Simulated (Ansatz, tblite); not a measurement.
# The cluster Al4O6: removing and adding an electron

An exercise on one series of results from a longer session: the logs are not shown, and one member is left open.

Computed with Ansatz 0.2.0, Gaussian basis. Level: as each input shows.

The runs, in order: charge +1 doublet, at the geometry of the singlet (PBE0-D4/def2-TZVP, PBE-D4/def2-TZVP, CAM-B3LYP-D4/def2-TZVP, CCSD(T)/def2-SVP); charge +1 doublet, relaxed (PBE0-D4/def2-TZVP, PBE-D4/def2-TZVP); charge -1 doublet, at the geometry of the singlet (PBE0-D4/def2-TZVPD, PBE-D4/def2-TZVPD, CAM-B3LYP-D4/def2-TZVPD); charge -1 doublet, relaxed (PBE0-D4/def2-TZVPD, PBE-D4/def2-TZVPD); the starting singlet's energies come from earlier runs.

## The geometry

The geometry is that of the singlet, from an earlier relaxation (r2SCAN-D4/def2-SVP). At that level it is the lowest of the isomers that a small search found.

10 atoms, charge 0, spin multiplicity 1.

Atoms are counted from 1 here; the program's logs count them from 0.

Bond lengths: Al1–O6 1.738 Å, Al1–O9 1.738 Å, Al1–O10 1.738 Å, Al2–O5 1.738 Å, Al2–O8 1.738 Å, Al2–O9 1.738 Å, Al3–O7 1.738 Å, Al3–O8 1.738 Å, Al3–O10 1.738 Å, Al4–O5 1.738 Å, Al4–O6 1.738 Å, Al4–O7 1.738 Å. Angles: O6–Al1–O9 113.3°, O6–Al1–O10 113.3°, O9–Al1–O10 113.3°, O5–Al2–O8 113.3°, O5–Al2–O9 113.3°, O8–Al2–O9 113.3°, O7–Al3–O8 113.3°, O7–Al3–O10 113.3°, O8–Al3–O10 113.3°, O5–Al4–O6 113.3°, O5–Al4–O7 113.3°, O6–Al4–O7 113.3°, Al2–O5–Al4 101.1°, Al1–O6–Al4 101.0°, Al3–O7–Al4 101.0°, Al2–O8–Al3 101.0°, Al1–O9–Al2 101.0°, Al1–O10–Al3 101.0°.

Set-up of the first run:

Contents of in.yaml:

```yaml
crystal:
  periodic: [false, false, false]
  atoms:
    - {symbol: Al, position_ang: [0.684824, -0.995878, 1.112904]}
    - {symbol: Al, position_ang: [-1.495455, 0.447855, 0.512468]}
    - {symbol: Al, position_ang: [0.936859, 1.336305, -0.189413]}
    - {symbol: Al, position_ang: [-0.126299, -0.788228, -1.435969]}
    - {symbol: O, position_ang: [-1.755394, -0.368595, -0.999599]}
    - {symbol: O, position_ang: [0.604549, -1.931221, -0.349726]}
    - {symbol: O, position_ang: [0.877466, 0.593210, -1.759378]}
    - {symbol: O, position_ang: [-0.604578, 1.931199, 0.349652]}
    - {symbol: O, position_ang: [-0.877329, -0.593197, 1.759369]}
    - {symbol: O, position_ang: [1.755368, 0.368552, 0.999703]}
basis:
  gaussian: {orbitals: def2-TZVP}
total_charge: 1
magnetization: {spin_polarized: true, initial_magnetization: 1}
hamiltonian: {xc: pbe0, dispersion: d4}
scf: {omitted_lower_state_checks: [starts]}
output: {orbitals: {seedname: orbitals}}
```

The run is started by

```
> ansatz run in.yaml --threads 4 --pin off --events-out ev --progress --plain --max-ram 8704MiB
```

Among the steps run: Charge +1 doublet at the fixed geometry, PBE0-D4/def2-TZVP; Charge +1 doublet at the fixed geometry, PBE-D4/def2-TZVP; Charge +1 doublet at the fixed geometry, CAM-B3LYP-D4/def2-TZVP; Charge +1 doublet at the fixed geometry, CCSD(T)/def2-SVP.

One of the session's tables, all rows but one given; the rest of the session is left out.

| method | vertical ionisation energy (eV) |
| --- | --- |
| HF/def2-SVP | 9.42 |
| PBE-D4/def2-TZVP | 9.21 |
| PBE0-D4/def2-TZVP | 9.89 |
| CAM-B3LYP-D4/def2-TZVP | 10.36 |
| MP2/def2-SVP | 10.74 |
| CCSD/def2-SVP | 10.30 |
| CCSD(T)/def2-SVP | ? |

**Question.** Estimate the row for CCSD(T)/def2-SVP.

As computed: vertical ionisation energy (eV): 10.18. In the column «vertical ionisation energy (eV)» it lies between PBE0-D4/def2-TZVP (9.89) and CCSD/def2-SVP (10.30).

To keep in mind: The yardstick is in a double-zeta basis, so levels in larger sets aren't compared like for like. CCSD(T)/def2-SVP isn't at the basis-set limit; small misses against it rank nothing.
